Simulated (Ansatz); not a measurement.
# InH₃O: taking an electron away

One table from this session's results is given with a row withheld; the runs are named, their logs left out.

Method: unrestricted cation, the program's frozen cores in correlated methods; program: Ansatz 0.2.0, Gaussian basis.

Levels to be run: UKS PBE-D4/def2-TZVPP; UKS r2SCAN-D4/def2-TZVPP; UKS PBE0-D4/def2-TZVPP; UKS B3LYP-D4/def2-TZVPP; UKS wB97X-V/def2-TZVPP; UKS wB97M-V/def2-TZVPP; UKS B2PLYP/def2-TZVPP; UHF-CCSD(T)/def2-TZVPP; UHF-CCSD(T)/def2-QZVPP; extrapolation to the limit; then −ε(HOMO) from the neutral's earlier runs with LDA (SPW92), PBE-D4, revPBE-D4, BLYP-D4, r2SCAN-D4, B97M-V, PBE0-D4, B3LYP-D4, r2SCANh-D4, r2SCAN0-D4, HSE06-D4, BHLYP-D4, CAM-B3LYP-D4, LC-ωPBE, ωB97X-V, ωB97M-V.

1 further run of the same task is left out (for a known fault of the program).

### The relaxed structure

The geometry comes from an earlier relaxation with PBE0-D4 in a triple-zeta def2 set; it is a stationary point. In takes the def2 core potential; no spin-orbit term is included.

SMILES `[OH][InH2]`, 5 atoms, charge 0, spin multiplicity 1.

Atoms are counted from 1 here; the program's logs count them from 0.

Bond lengths: O1–In2 1.991 Å, O1–H3 0.959 Å, In2–H4 1.715 Å, In2–H5 1.705 Å. Angles: In2–O1–H3 113.4°, O1–In2–H4 114.8°, O1–In2–H5 111.5°, H4–In2–H5 133.7°.

Set-up of the first run:

Input file in.yaml:

```yaml
crystal:
  periodic: [false, false, false]
  atoms:
    - {symbol: O, position_ang: [0.829282, -0.830845, 0.776579]}
    - {symbol: In, position_ang: [-0.169392, 0.504190, -0.312407]}
    - {symbol: H, position_ang: [0.380686, -1.675833, 0.849399]}
    - {symbol: H, position_ang: [-1.661634, -0.055662, -0.945431]}
    - {symbol: H, position_ang: [0.670957, 1.984449, -0.409440]}
basis:
  gaussian: {orbitals: def2-TZVPP}
total_charge: 1
magnetization: {spin_polarized: true, initial_magnetization: 1}
hamiltonian: {xc: pbe, dispersion: d4}
```

Launch:

```
$ ansatz run in.yaml --threads 2 --pin off --events-out ev --progress --plain --max-ram 32768MiB --backend cpu
```

Steps of the session up to this table: Cation, UKS PBE-D4/def2-TZVPP; Cation, UKS r2SCAN-D4/def2-TZVPP; Cation, UKS PBE0-D4/def2-TZVPP; Cation, UKS B3LYP-D4/def2-TZVPP; Cation, UKS wB97X-V/def2-TZVPP; Cation, UKS wB97M-V/def2-TZVPP; Cation, UKS B2PLYP (frozen core)/def2-TZVPP; Cation, UHF-CCSD(T)/def2-TZVPP; Cation, UHF-CCSD(T)/def2-QZVPP.

One table of the session follows, with a row left open; its other results are not shown here.

It belongs to the step «Ionisation energies side by side». For comparison, −ε(HOMO) of the neutral from earlier runs:

| functional | −ε(HOMO) (eV) |
| --- | --- |
| LDA (SPW92) | 6.95 |
| PBE-D4 | 6.73 |
| revPBE-D4 | 6.64 |
| BLYP-D4 | 6.64 |
| r2SCAN-D4 | 7.02 |
| B97M-V | 7.11 |
| PBE0-D4 | 8.23 |
| B3LYP-D4 | 8.02 |
| r2SCANh-D4 | 7.61 |
| r2SCAN0-D4 | 8.44 |
| HSE06-D4 | 7.82 |
| BHLYP-D4 | 9.52 |
| CAM-B3LYP-D4 | 9.63 |
| LC-ωPBE | 10.96 |
| ωB97X-V | 10.62 |
| ωB97M-V | ? |

Q: Estimate the row for ωB97M-V from the others.

The run gave: −ε(HOMO) (eV): 10.50. In the column «−ε(HOMO) (eV)» it lies between CAM-B3LYP-D4 (9.63) and ωB97X-V (10.62).
